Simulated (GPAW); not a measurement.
# Te2Mo (P6_3/mmc) in GPAW: notebook

Runs on Te2Mo. Level: LDA. Tasks: dielectric tensor, optical spectrum.

Everything below comes from runs of GPAW 26.7.0. Logs are shortened: lines on timing, memory, paths and dates and some standing lists are left out, and cuts for length are marked. The log counts tension as positive stress, the text compression.

## Step 1: The structure

Symmetry: P6_3/mmc, No. 194, hexagonal system. Conventional cell: a = 3.518 Å, b = 3.518 Å, c = 13.974 Å, α = 90.00°, β = 90.00°, γ = 120.00°. Te (site symmetry 3m) has 3 Mo at 2.72 Å as nearest neighbours. Mo (site symmetry -6m2) has 6 Te at 2.72 Å as nearest neighbours.

## Step 2: Dielectric tensor, LDA

Contents of run.py:

```python
import numpy as np
from ase import Atoms
from ase.dft.bandgap import bandgap
from ase.io import write
from gpaw import GPAW, PW
from gpaw.response.df import DielectricFunction

atoms = Atoms(['Te', 'Te', 'Te', 'Te', 'Mo', 'Mo'],
              cell=[[3.5182, 0.0, 0.0],
                    [-1.7591, 3.0468505756, 0.0],
                    [0.0, 0.0, 13.9736]],
              scaled_positions=[[0.3333333333, 0.6666666667, 0.621],
                                [0.6666666667, 0.3333333333, 0.121],
                                [0.3333333333, 0.6666666667, 0.879],
                                [0.6666666667, 0.3333333333, 0.379],
                                [0.3333333333, 0.6666666667, 0.25],
                                [0.6666666667, 0.3333333333, 0.75]],
              pbc=True)

calc = GPAW(mode=PW(500),
            xc='LDA',
            kpts={'size': (7, 7, 2), 'gamma': True},
            occupations={'name': 'fermi-dirac', 'width': 0.001},
            nbands=46,
            convergence={'density': 1e-06},
            maxiter=150,
            txt='gpaw.txt')
atoms.calc = calc
energy = atoms.get_potential_energy()
calc.write('gs.gpw')
write('result.traj', atoms)
print(f'Energy: {energy:.6f} eV')
print('Fermi level:', round(calc.get_fermi_level(), 4), 'eV')
print(f'Gap: {bandgap(calc)[0]:.4f} eV, direct: {bandgap(calc, direct=True)[0]:.4f} eV')

for size in [(7, 7, 2), (10, 10, 3)]:
    name = 'x'.join(str(n) for n in size)
    dense = calc.fixed_density(kpts={'size': size, 'gamma': True},
                               nbands=80, convergence={'bands': 74, 'eigenstates': 1e-7},
                               update_fermi_level=True, txt=f'dense-{name}.txt')
    dense.write(f'{name}.gpw', mode='all')
    df = DielectricFunction(f'{name}.gpw', frequencies=np.array([0.0]), hilbert=False, eta=0.001,
                            ecut=60, nbands=74, intraband=False, txt=f'df-{name}.txt')
    for xc in ['RPA', 'LR0.2', 'ALDA_X']:
        for direction in ['x', 'y', 'z', [0, 1, 1], [1, 0, 1], [1, 1, 0]]:
            e0, e = df.get_macroscopic_dielectric_constant(xc=xc, direction=direction)
            print(f'{name} {xc} {direction}: {e0:.4f} without, {e:.4f} with local fields')
```

Potentials or basis: the program's PAW data sets (release 1.2.1) made for this functional, pw.

On the command line:

```console
$ OMP_NUM_THREADS=1 python run.py
```

gpaw.txt:

```text
__  _  _
 | _ |_)|_||  |
 |__||  | ||/\| - 26.7.0

Input parameters:
  mode=PW(ecut=500.0),
  convergence={'density': 1e-06},
  kpts=MonkhorstPack(size=(7, 7, 2), gamma=True),
  maxiter=150,
  nbands=46,
  occupations=Occupations(name='fermi-dirac', width=0.001),
  xc=XC(name='LDA')

Diagonalizing LCAO Hamiltonian
Converting LCAO to pw mode

        Te

           Mo

        Te

           Te

        Mo

           Te

Atoms  # Å, Bohr magnetons
|   | symbol |         x |        y |         z |    initial magnetic moments |
|---|--------|-----------|----------|-----------|-----------------------------|
| 0 |     Te | -0.000000 | 2.031234 |  8.677606 | ( 0.0000,  0.0000,  0.0000) |
| 1 |     Te |  1.759100 | 1.015617 |  1.690806 | ( 0.0000,  0.0000,  0.0000) |
| 2 |     Te | -0.000000 | 2.031234 | 12.282794 | ( 0.0000,  0.0000,  0.0000) |
| 3 |     Te |  1.759100 | 1.015617 |  5.295994 | ( 0.0000,  0.0000,  0.0000) |
| 4 |     Mo | -0.000000 | 2.031234 |  3.493400 | ( 0.0000,  0.0000,  0.0000) |
| 5 |     Mo |  1.759100 | 1.015617 | 10.480200 | ( 0.0000,  0.0000,  0.0000) |

Unit cell  # Å
| periodic |         x |        y |         z |   lengths |     angles |
|----------|-----------|----------|-----------|-----------|------------|
|      yes |  3.518200 | 0.000000 |  0.000000 |  3.518200 |  90.000000 |
|      yes | -1.759100 | 3.046851 |  0.000000 |  3.518200 |  90.000000 |
|      yes |  0.000000 | 0.000000 | 13.973600 | 13.973600 | 120.000000 |

Number of symmetries: 12
Symmetry operations  # r_c * U_cc + t_c -> r_c
|    | kind |            matrix            |
|----|------|------------------------------|
|  0 |  σ   |  1, 1, 0,  0,-1, 0,  0, 0, 1 |
|  1 |  S6  |  1, 1, 0, -1, 0, 0,  0, 0,-1 |
|  2 |  E   |  1, 0, 0,  0, 1, 0,  0, 0, 1 |
|  3 |  C2  |  1, 0, 0, -1,-1, 0,  0, 0,-1 |
|  4 |  C2  |  0, 1, 0,  1, 0, 0,  0, 0,-1 |
|  5 |  C3  |  0, 1, 0, -1,-1, 0,  0, 0, 1 |
|  6 |  S6  |  0,-1, 0,  1, 1, 0,  0, 0,-1 |
|  7 |  σ   |  0,-1, 0, -1, 0, 0,  0, 0, 1 |
|  8 |  σ   | -1, 0, 0,  1, 1, 0,  0, 0, 1 |
|  9 |  i   | -1, 0, 0,  0,-1, 0,  0, 0,-1 |
| 10 |  C3  | -1,-1, 0,  1, 0, 0,  0, 0, 1 |
| 11 |  C2  | -1,-1, 0,  0, 1, 0,  0, 0,-1 |

BZ-sampling:
  Number of BZ points: 98
  Number of IBZ points: 16

  Monkhorst-Pack size: [7, 7, 2]
  Monkhorst-Pack shift: [0.0, 0.0, 0.25]

K-points  # in reciprocal-cell coordinates
|     |                                coordinates |     weight |
|-----|--------------------------------------------|------------|
|   0 | (  0.00000000,   0.00000000,   0.00000000) | 0.01020408 |
|   1 | (  0.00000000,   0.00000000,   0.50000000) | 0.01020408 |
|   2 | (  0.14285714,   0.00000000,   0.00000000) | 0.06122449 |
|   3 | (  0.14285714,   0.00000000,   0.50000000) | 0.06122449 |
|   4 | (  0.28571429,  -0.14285714,   0.00000000) | 0.06122449 |
|   5 | (  0.28571429,  -0.14285714,   0.50000000) | 0.06122449 |
|   6 | (  0.28571429,   0.00000000,   0.00000000) | 0.06122449 |
|   7 | (  0.28571429,   0.00000000,   0.50000000) | 0.06122449 |
|   8 | (  0.42857143,  -0.14285714,   0.00000000) | 0.12244898 |
|   9 | (  0.42857143,  -0.14285714,   0.50000000) | 0.12244898 |
| ... |                                            |            |
|  15 | (  0.42857143,   0.42857143,   0.50000000) | 0.06122449 |

Plane wave coefficients: 3831
Cutoff: 500.0 eV

Spin-components: 1 (collinear spins)
Bands:           46
Projectors:      32
Spin-degeneracy: 2
Datatype:        complex128

Parallelization:
  kpt:    1
  domain: 1
  band:   1

Density:
  Valence electrons: 52.0
  Components: 1
  Grid points: [20 20 75]
  Charge: 0.0  # |e|

Potential:
  Grid points: [20 20 75]

species:
  Te:
    name:    Tellurium
    Z:       52.0
    valence: 6
    core:    46
    charge:  0.0  # [|e|]
    compensation charges:
      type: gauss
      rc: 0.36  # [Å]
      lmax: 2
    cutoffs:
      filter: 2.09  # [Å]
      core: 3.17  # [Å]
    projectors
    | kind |    occ | energy [eV] | rcut [Å] |
    |------|--------|-------------|----------|
    |   5s |  2.000 |     -15.337 |    1.180 |
    |   5p |  4.000 |      -6.113 |    1.196 |
    |    s |        |      11.875 |    1.180 |
    |    p |        |      21.098 |    1.196 |
    |    d |        |       0.000 |    1.238 |

    Using partial waves for Te as LCAO basis

  Mo:
    name:    Molybdenum
    Z:       42.0
    valence: 14
    core:    28
    charge:  0.0  # [|e|]
    compensation charges:
      type: gauss
      rc: 0.38  # [Å]
      lmax: 2
    cutoffs:
      filter: 2.16  # [Å]
      core: 1.42  # [Å]
    projectors
    | kind |    occ | energy [eV] | rcut [Å] |
    |------|--------|-------------|----------|
    |   4s |  2.000 |     -64.384 |    1.238 |
    |   5s |  1.000 |      -4.319 |    1.238 |
    |   4p |  6.000 |     -38.595 |    1.296 |
    |   5p |  0.000 |      -1.161 |    1.296 |
    |   4d |  5.000 |      -3.933 |    1.296 |
    |    d |        |      23.278 |    1.296 |

    Using partial waves for Mo as LCAO basis

Reference energy: -958589.610648  # eV

eigensolver:
  PPCG
  Converge bands: occupied
  niter=2

density mixing:
  MSR1-Mixer
  Pratt-step length: 0.05
  Maximum mixing coefficient: 0.75
  Old densities: 10
  SVD Regularization: 0.005
  Good broyden scale: 1.0
  Trust region scale: 1.0
  Backstep threshold: 4.0
  History deletion threshold: 6.0
  Fourier metric: weight=20.0, sigma=0.015

occupation numbers:
  Fermi-Dirac:
    width: 0.0010  # eV

poisson solver:
  ecut: 4000.0  # eV

xc functional:
  name: None

convergence criteria:
- Maximum integral of absolute [dens]ity change: 1e-06 electrons / valence electron
- Maximum [total energy] change in last 3 cyles: 0.0005 eV / valence electron
- Maximum integral of absolute [eigenst]ate change: 4e-08 eV^2 / valence electron
maximum number of iterations: 150

SCF iterations
|iter     | |      energy | eigst |  dens |
|---------|-|-------------|-------|-------|
|iter:   1| |  -43.782742 | +0.42 |       |
|iter:   2| |  -43.558375 | -1.46 | -1.09 |
|iter:   3| |  -42.776940 | -1.46 | -1.12 |
|iter:   4| |  -42.437005 | -1.75 | -1.36 |
|iter:   5| |  -42.378193 | -2.53 | -1.79 |
|iter:   6| |  -42.412883 | -3.27 | -2.15 |
|iter:   7| |  -42.375352 | -3.56 | -2.07 |
|iter:   8| |  -42.375339 | -5.23 | -2.95 |
|iter:   9| |  -42.375335c| -6.12 | -3.35 |
|iter:  10| |  -42.375335c| -7.43c| -4.19 |
|iter:  11| |  -42.375335c| -8.19c| -4.99 |
|iter:  12| |  -42.375335c| -8.58c| -5.52 |
|iter:  13| |  -42.375335c| -9.06c| -6.07c|

Converged in 13 steps
Energy contributions relative to reference atoms: (reference = -958589.610648)

Energy contributions:
  Kinetic:          11.640016
  Coulomb:         -19.084363
  Zero:             -0.178796
  External:          0.000000
  Xc:              -34.752191
  Entropy:          -0.000000
  Spinorbit:         0.000000
  ----------------------------
  Free energy:     -42.375335
  Extrapolated:    -42.375335

dipole moment: (-0.000101, -0.000175, -0.000802)  # |e|*Ang

Fermi level: 8.472
Eigenvalues  # (at kpt = [0.000, 0.000, 0.000])
| band index |      eig [eV] | occ [0-2] |
|------------|---------------|-----------|
|          0 |       -52.877 |     2.000 |
|        ... |               |           |
|         18 |         6.008 |     2.000 |
|         19 |         6.775 |     2.000 |
|         20 |         6.776 |     2.000 |
|         21 |         6.776 |     2.000 |
|         22 |         6.811 |     2.000 |
|         23 |         6.811 |     2.000 |
[... 8 lines left out ...]
|         32 |        11.175 |     0.000 |
|         33 |        11.175 |     0.000 |
|        ... |               |           |
|         45 |        18.860 |     0.000 |

Gap: 0.807 eV
Transition (v -> c):
  (s=0, k=0, n=25, [0.00, 0.00, 0.00]) -> (s=0, k=8, n=26, [0.43, -0.14, 0.00])
Direct/indirect transitions are different
Direct gap: 1.235 eV
Transition at: (s=0, k=12, n=25, [0.43, 0.29, 0.00])
# Writing to gs.gpw (mode='')
```

Wall time 18 min (1 thread of Intel Xeon Platinum 8375C at 2.90GHz (Ice Lake), shared host); peak memory 1.9 GiB.

What came out:

| Property | Result |
| --- | --- |
| Free energy | -42.3753 eV |
| Band gap on the k mesh | 0.81 eV, indirect (least direct gap 1.24 eV) |
| Electronic dielectric tensor (diagonal) | 18.40, 18.40, 10.18 |

Electronic dielectric tensor:
```
18.40  0.00  0.00
 0.00 18.40  0.00
 0.00  0.00 10.18
```

Caveat: the long-wavelength limit can be off by several per cent where d states take part; spin-orbit coupling is left out, which moves the levels of the heavy elements; an odd mesh through Γ misses points on the zone boundary, where band edges often lie.

(Part 1 of 2 ends here.)
